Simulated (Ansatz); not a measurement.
# CH6BClO: the cost of one run

All numbers below are computed with Ansatz 0.2.0 (RKS B3LYP-D4/6-31G*).

### 1 Starting point

Bond lengths: C2–H3 1.110 Å, C2–H4 1.110 Å, C2–H5 1.110 Å, B1–Cl6 1.860 Å, B1–H7 1.190 Å, B1–O8 1.710 Å, O8–H9 1.010 Å, C2–H10 1.168 Å, O8–H10 1.161 Å. Angles: H3–C2–H4 109.4°, H3–C2–H5 109.4°, H3–C2–H10 74.3°, H4–C2–H5 109.4°, H4–C2–H10 65.9°, H5–C2–H10 175.1°, Cl6–B1–H7 120.0°, Cl6–B1–O8 105.6°, H7–B1–O8 92.7°, B1–O8–H9 109.5°, B1–O8–H10 82.1°, H9–O8–H10 157.5°, C2–H10–O8 134.8°.

Coordinates:

```xyz
10

B     0.0000    0.0000    0.0000
C     0.0000    0.0000    1.9500
H    -0.9996   -0.3092    2.3205
H     0.7676   -0.7111    2.3205
H     0.2320    1.0203    2.3205
Cl    1.6108    0.0000   -0.9300
H    -1.0305    0.0000   -0.5950
O    -0.2190   -1.6079    0.5392
H    -0.6224   -2.1606   -0.2037
H    -0.1495   -1.0979    1.5797
```

### 2 A restrained relaxation towards end A

Springs on the bonds that form and break draw the guess towards this end; the thresholds are loose.

Input file input.yaml:

```yaml
crystal:
  periodic: [false, false, false]
  atoms:
    - { symbol: B, position_ang: [0.0, 0.0, 0.0] }
    - { symbol: C, position_ang: [0.0, 0.0, 1.95] }
    - { symbol: H, position_ang: [-0.9996, -0.3092, 2.3205] }
    - { symbol: H, position_ang: [0.7676, -0.7111, 2.3205] }
    - { symbol: H, position_ang: [0.232, 1.0203, 2.3205] }
    - { symbol: Cl, position_ang: [1.6108, 0.0, -0.93] }
    - { symbol: H, position_ang: [-1.0305, 0.0, -0.595] }
    - { symbol: O, position_ang: [-0.219, -1.6079, 0.5392] }
    - { symbol: H, position_ang: [-0.6224, -2.1606, -0.2037] }
    - { symbol: H, position_ang: [-0.1495, -1.0979, 1.5797] }
basis:
  gaussian: { orbitals: "6-31G*" }
hamiltonian:
  xc: b3lyp
  dispersion: d4
relax:
  f_tol: 0.15
  max_steps: 25
  restrain:
    - { distance: [0, 7], at: 2.61, k: 30.0 }
    - { distance: [9, 1], at: 2.31, k: 30.0 }
    - { distance: [0, 1], at: 1.6, k: 30.0 }
    - { distance: [9, 7], at: 1.01, k: 30.0 }
output:
  orbitals: {}
```

The run is started by

```sh
> ansatz run input.yaml --threads 1 --pin off --max-ram 2048MiB --backend cpu --events-out ev --progress --plain --runs-dir out
```

What time and memory should one allow on 1 thread of Intel Xeon at 2.60GHz (Ice Lake), shared host?

About 37 s, with a peak of 0.17 GiB.
